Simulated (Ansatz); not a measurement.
# C8H11S+: how energies converge with the basis set

An exercise on one series of results from a longer session: the logs are not shown, and one member is left open.

Computed with Ansatz 0.2.0, Gaussian basis. Level: one geometry, several basis sets.

Levels to be run: PBE0-D4/def2-SVP; ωB97M-V/def2-SVP; PBE0-D4/def2-QZVPP; ωB97M-V/def2-QZVPP; the functionals' def2-TZVPP values are taken from earlier runs.

## Structure used throughout

An earlier PBE0-D4 in a triple-zeta def2 set relaxation fixed the geometry.

SMILES `C[S+](C)c1ccccc1`, 20 atoms, charge 1, spin multiplicity 1.

Atoms are counted from 1 here; the program's logs count them from 0.

Bond lengths: C1–S2 1.788 Å, C1–H10 1.090 Å, C1–H11 1.089 Å, C1–H12 1.091 Å, S2–C3 1.788 Å, S2–C4 1.761 Å, C3–H13 1.091 Å, C3–H14 1.089 Å, C3–H15 1.090 Å, C4–C5 1.389 Å, C4–C9 1.391 Å, C5–C6 1.386 Å, C5–H16 1.084 Å, C6–C7 1.386 Å, C6–H17 1.083 Å, C7–C8 1.391 Å, C7–H18 1.083 Å, C8–C9 1.382 Å and more. Angles: S2–C1–H10 106.9°, S2–C1–H11 110.9°, S2–C1–H12 107.3°, H10–C1–H11 110.8°, H10–C1–H12 109.8°, H11–C1–H12 111.0°, C1–S2–C3 102.2°, C1–S2–C4 104.9°, C3–S2–C4 104.9°, S2–C3–H13 107.3°, S2–C3–H14 110.8°, S2–C3–H15 106.9°, H13–C3–H14 111.0°, H13–C3–H15 109.8°, H14–C3–H15 110.8°, S2–C4–C5 115.7°, S2–C4–C9 122.2°, C5–C4–C9 122.1° and more.

The first run:

File in.yaml:

```yaml
crystal:
  periodic: [false, false, false]
  atoms:
    - {symbol: C, position_ang: [0.954622, -1.076145, -2.145034]}
    - {symbol: S, position_ang: [1.301137, 0.276407, -1.027876]}
    - {symbol: C, position_ang: [2.545997, -0.427889, 0.045378]}
    - {symbol: C, position_ang: [-0.137695, 0.411861, -0.022290]}
    - {symbol: C, position_ang: [-0.719822, 1.671979, 0.030257]}
    - {symbol: C, position_ang: [-1.856087, 1.847689, 0.804762]}
    - {symbol: C, position_ang: [-2.387770, 0.777168, 1.506212]}
    - {symbol: C, position_ang: [-1.792822, -0.478307, 1.442846]}
    - {symbol: C, position_ang: [-0.659404, -0.671776, 0.675727]}
    - {symbol: H, position_ang: [0.132709, -0.756681, -2.784968]}
    - {symbol: H, position_ang: [0.688512, -1.976169, -1.593190]}
    - {symbol: H, position_ang: [1.849745, -1.237516, -2.746792]}
    - {symbol: H, position_ang: [3.440559, -0.589307, -0.557201]}
    - {symbol: H, position_ang: [2.196960, -1.361742, 0.482968]}
    - {symbol: H, position_ang: [2.751449, 0.310143, 0.820107]}
    - {symbol: H, position_ang: [-0.293757, 2.500575, -0.523346]}
    - {symbol: H, position_ang: [-2.323209, 2.823169, 0.857472]}
    - {symbol: H, position_ang: [-3.275873, 0.918258, 2.110428]}
    - {symbol: H, position_ang: [-2.215051, -1.309364, 1.994211]}
    - {symbol: H, position_ang: [-0.200221, -1.652373, 0.630337]}
basis:
  gaussian: {orbitals: def2-SVP}
total_charge: 1
hamiltonian: {xc: pbe0, dispersion: d4}
output: {orbitals: {seedname: orbitals}}
```

Among the steps run: PBE0-D4 in def2-SVP; ωB97M-V in def2-SVP; PBE0-D4 in def2-QZVPP; ωB97M-V in def2-QZVPP.

One of the session's tables, all rows but one given; the rest of the session is left out.

It belongs to the step «Functionals by basis». 

| functional | basis | HOMO (eV) | LUMO (eV) |
| --- | --- | --- | --- |
| PBE0-D4 | def2-SVP | -11.68 | -5.30 |
| PBE0-D4 | def2-TZVPP | ? | ? |
| PBE0-D4 | def2-QZVPP | -11.63 | -5.39 |
| ωB97M-V | def2-SVP | -13.75 | -3.25 |
| ωB97M-V | def2-TZVPP | -13.71 | -3.37 |
| ωB97M-V | def2-QZVPP | -13.71 | -3.40 |

Estimate the missing values for PBE0-D4, def2-TZVPP.

The run gave: HOMO (eV): -11.63; LUMO (eV): -5.38.
